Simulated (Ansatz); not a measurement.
# H7NO2Si2: one species, many methods

Aim: compute H7NO2Si2 with functionals from several rungs and with coupled cluster, and see how far each lands from CCSD(T) at the basis-set limit for the atomisation energy.

The runs use Ansatz 0.2.0, Gaussian basis; functionals in def2-TZVPP, the program's frozen cores in correlated methods.

Levels to be run: PBE-D4, r2SCAN-D4, PBE0-D4, B3LYP-D4, ωB97X-V, ωB97M-V, B2PLYP; CCSD(T)/def2-TZVPP; MP2/def2-QZVPP; extrapolation to the limit.

## Step 1: Structure used throughout

An earlier PBE0-D4 in a triple-zeta def2 set relaxation fixed the geometry.

SMILES `O[SiH2]N[SiH2]O`, 12 atoms, charge 0, spin multiplicity 1.

Atoms are counted from 1 here; the program's logs count them from 0.

Bond lengths: O1–Si2 1.645 Å, O1–H6 0.958 Å, Si2–N3 1.723 Å, Si2–H7 1.487 Å, Si2–H8 1.478 Å, N3–Si4 1.713 Å, N3–H9 1.010 Å, Si4–O5 1.647 Å, Si4–H10 1.484 Å, Si4–H11 1.490 Å, O5–H12 0.958 Å. Angles: Si2–O1–H6 117.9°, O1–Si2–N3 114.4°, O1–Si2–H7 110.5°, O1–Si2–H8 103.5°, N3–Si2–H7 105.7°, N3–Si2–H8 110.3°, H7–Si2–H8 112.5°, Si2–N3–Si4 127.5°, Si2–N3–H9 115.8°, Si4–N3–H9 116.7°, N3–Si4–O5 109.1°, N3–Si4–H10 105.7°, N3–Si4–H11 112.3°, O5–Si4–H10 112.2°, O5–Si4–H11 107.6°, H10–Si4–H11 110.0°, Si4–O5–H12 117.1°.

## Step 2: PBE-D4 (GGA)

Contents of in.yaml:

```yaml
crystal:
  periodic: [false, false, false]
  atoms:
    - {symbol: O, position_ang: [-1.806351, -0.547516, -1.853950]}
    - {symbol: Si, position_ang: [-1.326702, -0.930236, -0.327341]}
    - {symbol: N, position_ang: [0.314128, -0.539585, 0.022997]}
    - {symbol: Si, position_ang: [0.962186, 1.001524, 0.396108]}
    - {symbol: O, position_ang: [1.553710, 0.979512, 1.932927]}
    - {symbol: H, position_ang: [-1.345844, -0.961636, -2.584854]}
    - {symbol: H, position_ang: [-1.451811, -2.393726, -0.093017]}
    - {symbol: H, position_ang: [-2.236229, -0.140211, 0.528117]}
    - {symbol: H, position_ang: [0.953108, -1.321379, 0.060638]}
    - {symbol: H, position_ang: [-0.161455, 1.959062, 0.241504]}
    - {symbol: H, position_ang: [2.081218, 1.378599, -0.512510]}
    - {symbol: H, position_ang: [2.281845, 1.570393, 2.128682]}
basis:
  gaussian: {orbitals: def2-TZVPP}
hamiltonian: {xc: pbe, dispersion: d4}
output: {forces: true, orbitals: {seedname: orbitals}}
```

After this run come: r2SCAN-D4 (meta-GGA); PBE0-D4 (hybrid); B3LYP-D4 (hybrid); ωB97X-V (range-separated); ωB97M-V (range-separated); B2PLYP (double hybrid); CCSD(T) in def2-TZVPP; MP2 in def2-QZVPP.

Q: Predict the results of all the runs planned. Wanted: atomisation energy, CCSD(T)/CBS; farthest; mean size of error, hybrid; mean size of error, range-separated; gap, smallest and largest; T1 diagnostic; triples share of the correlation energy.

**Answer**, as computed:

| quantity | value |
| --- | --- |
| atomisation energy, CCSD(T)/CBS | 4320.3 kJ/mol |
| functionals within 21.6 kJ/mol (0.5 %) | PBE-D4, ωB97X-V, ωB97M-V |
| farthest | PBE0-D4 (-90.1 kJ/mol) |
| mean size of error, hybrid | 61.6 kJ/mol |
| mean size of error, range-separated | 5.6 kJ/mol |
| gap, smallest and largest | 6.20 eV (PBE-D4), 12.82 eV (ωB97X-V) |
| T1 diagnostic | 0.0114 |
| triples share of the correlation energy | 3.4 % |

What this shows: PBE-D4 is off by -18.6 kJ/mol. Double hybrids carry the basis error of their MP2 part in triple zeta, and no dispersion term here, so their miss is partly the set-up's. Misses under about 21.6 kJ/mol are within the doubt on the reference itself, which lacks core-valence correlation, relativity and higher excitations. Hartree-Fock recovers 71 % of the binding; the rest is correlation. Orbital gaps span 6.2 to 12.8 eV; exact exchange widens them.
